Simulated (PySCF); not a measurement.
# C3H11GeN (GeH2Me(NHEt)): the cost of one run

Programs: PySCF 2.14.0, with density-fitted response routines of our own. Each step states its level of theory. These are calculated values for one molecule in the gas phase, unless marked as measured. Atoms count from 0, in the outputs and in this text.

## 1. The starting structure

16 atoms, charge 0, multiplicity 1; geometry from: GFN2-xTB. The atoms were then displaced at random by about 0.03 Å, so the start is not that level's minimum.

Bonds of the start (Å): Ge0–H1 1.52, Ge0–H2 1.39, Ge0–C3 2.03, Ge0–N7 1.77, C3–H4 1.01, C3–H5 1.20, C3–H6 1.07, N7–C8 1.45, N7–H10 1.07, C8–C9 1.52, C8–H11 1.13, C8–H12 1.00, C9–H13 1.08, C9–H14 1.11, C9–H15 1.09.

## 2. Geometry optimisation at PBE0-D3(BJ)/def2-SVP

What the job is given:

```
{"job": {"xc": "PBE0", "basis": "def2-SVP", "d3": "d3bj", "grid": 1, "maxiter": 40, "shake": 0.03, "kind": "geom"}, "charge": 0, "multiplicity": 1}
Ge     0.679780     1.054070     0.287650
H      0.360290     1.047120     1.770960
H      2.044890     0.989870     0.058900
C     -0.025840     2.794210    -0.481520
H      0.354690     3.639530    -0.078200
H     -1.201390     2.879020    -0.268310
H      0.040070     2.803340    -1.548080
N     -0.038300    -0.223910    -0.704730
C      0.242100    -1.611980    -0.378510
C     -0.523040    -2.249150     0.765420
H     -1.093710    -0.156210    -0.886690
H      0.065380    -2.205830    -1.325440
H      1.236200    -1.642850    -0.264370
H     -0.356460    -1.673690     1.666590
H     -0.230560    -3.309240     0.883600
H     -1.588480    -2.168260     0.569160
```

Run with:

```bash
$ OMP_NUM_THREADS=1 python probes_run.py task.json out
```

This one command runs all jobs of the session in turn.

Q: Estimate the wall time and peak memory of this first job on 1 thread of AMD EPYC, shared host.

About 2.3 min, with a peak of 0.55 GiB.
